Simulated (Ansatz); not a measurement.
# Na3GaC: the cost of one run

Method: DFT PBE, scalar-relativistic, plane waves, PAW, in Ansatz 0.2.0.

## 1. The starting structure

Symmetry: I4/mcm, No. 140, tetragonal system. The conventional cell has a = 7.108 Å, b = 7.108 Å, c = 10.052 Å, α = 90.00°, β = 90.00°, γ = 90.00°. Around Na (site symmetry m2m) lie 2 C at 2.52 Å. Around Na (site symmetry 422) lie 2 C at 2.51 Å. Around Ga (site symmetry -42m) lie 12 Na at 3.45 to 3.67 Å. C (site symmetry 4/m) has 6 Na at 2.51 to 2.52 Å in its first shell of neighbours.

As a file:

```
CELL_PARAMETERS angstrom
-3.55406 3.55406 5.02620
3.55406 -3.55406 5.02620
3.55406 3.55406 -5.02620
ATOMIC_POSITIONS crystal
Na 0.26558 0.76558 0.03117
Na 0.76558 0.73442 0.50000
Na 0.75000 0.75000 0.00000
Na 0.73442 0.23442 0.96883
Na 0.23442 0.26558 0.50000
Na 0.25000 0.25000 0.00000
Ga 0.75000 0.25000 0.50000
Ga 0.25000 0.75000 0.50000
C 0.50000 0.50000 0.00000
C 0.00000 0.00000 0.00000
```

Recipe of the guess: antiperovskite family, tilts a0a0c- (I4/mcm, No. 140). Its size is a rough estimate.

## 2. A first look at the guess

input.yaml reads:

```yaml
crystal:
  lattice:
    - [-3.55406168, 3.55406168, 5.02620223]
    - [3.55406168, -3.55406168, 5.02620223]
    - [3.55406168, 3.55406168, -5.02620223]
  atoms:
    - { symbol: Na, position: [0.26558391, 0.76558391, 0.03116782] }
    - { symbol: Na, position: [0.76558391, 0.73441609, 0.5] }
    - { symbol: Na, position: [0.75, 0.75, 0.0] }
    - { symbol: Na, position: [0.73441609, 0.23441609, 0.96883218] }
    - { symbol: Na, position: [0.23441609, 0.26558391, 0.5] }
    - { symbol: Na, position: [0.25, 0.25, 0.0] }
    - { symbol: Ga, position: [0.75, 0.25, 0.5] }
    - { symbol: Ga, position: [0.25, 0.75, 0.5] }
    - { symbol: C, position: [0.5, 0.5, 0.0] }
    - { symbol: C, position: [0.0, 0.0, 0.0] }
basis:
  ecutwfc: 420
kpoints:
  mp_grid: { grid: [4, 4, 4] }
hamiltonian:
  xc: pbe
scf:
  occupations: { method: gaussian, width: 0.1 }
  lower_state_search: "off"
output:
  forces: true
  stress: true
  eigenvalues: true
```

The run is started by

```console
ansatz run input.yaml --threads 1 --pin off --max-ram 2560MiB --backend cpu --events-out ev --progress --plain --runs-dir out
```

Q: Estimate wall time and peak memory on 1 thread of Intel Xeon at 2.70GHz, shared host.

About 7.7 s, with a peak of 0.55 GiB.
